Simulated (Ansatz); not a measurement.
# WN4H6: a ladder of functionals and wavefunction methods

An exercise on one series of results from a longer session: the logs are not shown, and one member is left open.

Computed with Ansatz 0.2.0, Gaussian basis. Level: functionals in def2-TZVPP, the program's frozen cores in correlated methods.

The runs, in order: LDA (SPW92), PBE-D4, revPBE-D4, BLYP-D4, r2SCAN-D4, B97M-V, PBE0-D4, B3LYP-D4, r2SCANh-D4, r2SCAN0-D4, HSE06-D4, BHLYP-D4, CAM-B3LYP-D4, LC-ωPBE, ωB97X-V, ωB97M-V, B2PLYP, PBE-QIDH; CCSD(T)/def2-SVP; CCSD(T)/def2-TZVPP; MP2/def2-QZVPP; extrapolation to the limit; RPA on PBE.

**The relaxed structure**

All runs share one geometry, relaxed beforehand with PBE0-D4 in a triple-zeta def2 set. W takes the def2 core potential; no spin-orbit term is included.

SMILES `[NH]=[W](=[NH])([NH2])[NH2]`, 11 atoms, charge 0, spin multiplicity 1.

Atoms are counted from 1 here; the program's logs count them from 0.

Bond lengths: N1–W2 1.758 Å, N1–H6 1.007 Å, W2–N3 1.758 Å, W2–N4 1.959 Å, W2–N5 1.959 Å, N3–H7 1.007 Å, N4–H8 1.007 Å, N4–H9 1.007 Å, N5–H10 1.007 Å, N5–H11 1.007 Å. Angles: W2–N1–H6 157.1°, N1–W2–N3 117.1°, N1–W2–N4 106.9°, N1–W2–N5 106.9°, N3–W2–N4 106.9°, N3–W2–N5 106.9°, N4–W2–N5 112.4°, W2–N3–H7 157.1°, W2–N4–H8 123.7°, W2–N4–H9 123.7°, H8–N4–H9 111.7°, W2–N5–H10 123.7°, W2–N5–H11 123.7°, H10–N5–H11 111.7°.

Set-up of the first run:

Contents of in.yaml:

```yaml
crystal:
  periodic: [false, false, false]
  atoms:
    - {symbol: N, position_ang: [-1.628774, 0.000139, -0.918386]}
    - {symbol: W, position_ang: [-0.077668, -0.151123, -0.105778]}
    - {symbol: N, position_ang: [0.761645, -1.687439, -0.262042]}
    - {symbol: N, position_ang: [-0.407790, 0.124929, 1.805429]}
    - {symbol: N, position_ang: [1.098573, 1.219228, -0.864975]}
    - {symbol: H, position_ang: [-2.414139, -0.287492, -1.479384]}
    - {symbol: H, position_ang: [0.911875, -2.635756, -0.565975]}
    - {symbol: H, position_ang: [0.113531, -0.333523, 2.534693]}
    - {symbol: H, position_ang: [-1.214718, 0.604386, 2.169792]}
    - {symbol: H, position_ang: [2.092851, 1.104313, -0.974351]}
    - {symbol: H, position_ang: [0.764604, 2.042339, -1.339023]}
basis:
  gaussian: {orbitals: def2-TZVPP}
hamiltonian: {xc: lda}
output: {orbitals: {seedname: orbitals}}
```

The run is started by

```console
ansatz run in.yaml --threads 4 --pin off --events-out ev --progress --plain --max-ram 10444MiB
```

Among the steps run: LDA; PBE-D4 (GGA); revPBE-D4 (GGA); BLYP-D4 (GGA); r2SCAN-D4 (meta-GGA); B97M-V (meta-GGA); PBE0-D4 (hybrid); B3LYP-D4 (hybrid); r2SCANh-D4 (hybrid); r2SCAN0-D4 (hybrid); HSE06-D4 (hybrid); BHLYP-D4 (hybrid); CAM-B3LYP-D4 (range-separated); LC-ωPBE (range-separated); ωB97X-V (range-separated); ωB97M-V (range-separated); B2PLYP (double hybrid); PBE-QIDH (double hybrid).

One of the session's tables, all rows but one given; the rest of the session is left out.

It belongs to the step «Frontier levels by functional». 

```
  functional  HOMO (eV)  gap (eV)
 LDA (SPW92)      -5.60      4.38
      PBE-D4      -5.41      4.37
   revPBE-D4      -5.34      4.37
     BLYP-D4      -5.28      4.35
   r2SCAN-D4      -5.69      4.80
      B97M-V      -5.73      4.93
     PBE0-D4      -6.70      6.52
    B3LYP-D4      -6.47      6.06
  r2SCANh-D4      -6.17      5.60
  r2SCAN0-D4      -6.90      6.81
    HSE06-D4      -6.30      5.74
    BHLYP-D4      -7.89      8.67
CAM-B3LYP-D4          ?         ?
     LC-ωPBE      -9.38     11.46
     ωB97X-V      -9.01     10.95
     ωB97M-V      -8.91     10.52
```

**Question.** Estimate the row for CAM-B3LYP-D4.

The run gave: HOMO (eV): -8.04; gap (eV): 8.96. In the column «HOMO (eV)» it lies between ωB97M-V (-8.91) and BHLYP-D4 (-7.89).
